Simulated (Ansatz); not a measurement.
# MgMnGe: the cost of one run

Program: Ansatz 0.2.0. Level of theory: DFT PBEsol, scalar-relativistic, plane waves, PAW. These are calculated values, not measurements.

### Step 1. The system as given

Symmetry: P4/nmm, No. 129, tetragonal system. Conventional cell: a = 3.830 Å, b = 3.830 Å, c = 6.449 Å, α = 90.00°, β = 90.00°, γ = 90.00°. Mg (site symmetry 4mm) has 5 Ge at 2.78 Å and 4 Mn at 2.87 Å as nearest neighbours. Mn (site symmetry -4m2) is surrounded by 4 Ge at 2.45 Å and 4 Mn at 2.71 Å. Ge (site symmetry 4mm) is surrounded by 4 Mn at 2.45 Å and 5 Mg at 2.78 Å.

Coordinates:

```xyz
6
Lattice="3.8298 0.0000 0.0000 0.0000 3.8298 0.0000 0.0000 0.0000 6.4489" Properties=species:S:1:pos:R:3 pbc="T T T"
Mg    1.9149    0.0000    1.0827
Mg    0.0000    1.9149    5.3663
Mn    0.0000    0.0000    3.2245
Mn    1.9149    1.9149    3.2245
Ge    1.9149    0.0000    4.7489
Ge    0.0000    1.9149    1.7000
```

It is the result of an earlier relaxation at this level (volume 15.77 Å³/atom; gap on the mesh: none (metal), site moments up to 2.0 μB).

### Step 2. Point at V/V0 = 0.97

Input file input.yaml:

```yaml
crystal:
  lattice:
    - [3.7911603827, 0.0, 0.0]
    - [0.0, 3.7911603827, 0.0]
    - [0.0, 0.0, 6.3837872931]
  atoms:
    - { symbol: Mg, position: [0.5, 0.0, 0.1678834847] }
    - { symbol: Mg, position: [0.0, 0.5, 0.8321165153] }
    - { symbol: Mn, position: [0.0, 0.0, 0.5], spin: 2.2 }
    - { symbol: Mn, position: [0.5, 0.5, 0.5], spin: 2.2 }
    - { symbol: Ge, position: [0.5, 0.0, 0.7363853182] }
    - { symbol: Ge, position: [0.0, 0.5, 0.2636146818] }
basis:
  ecutwfc: 420
kpoints:
  mp_grid: { grid: [10, 10, 6] }
hamiltonian:
  xc: pbesol
scf:
  occupations: { method: gaussian, width: 0.1 }
output:
  forces: true
  stress: true
  eigenvalues: true
  populations: true
magnetization:
  spin_polarized: true
relax:
  adjacent_minimum: "off"
  f_tol: 0.01
  max_steps: 30
  cell: { stress_tol: 0.1, fix: [volume] }
```

Started as:

```console
$ ansatz run input.yaml --threads 1 --pin off --max-ram 2560MiB --backend cpu --events-out ev --progress --plain --runs-dir out
```

What time and memory should one allow on 1 thread of Arm Neoverse V1, shared host?

About 4.2 min, with a peak of 0.8 GiB.
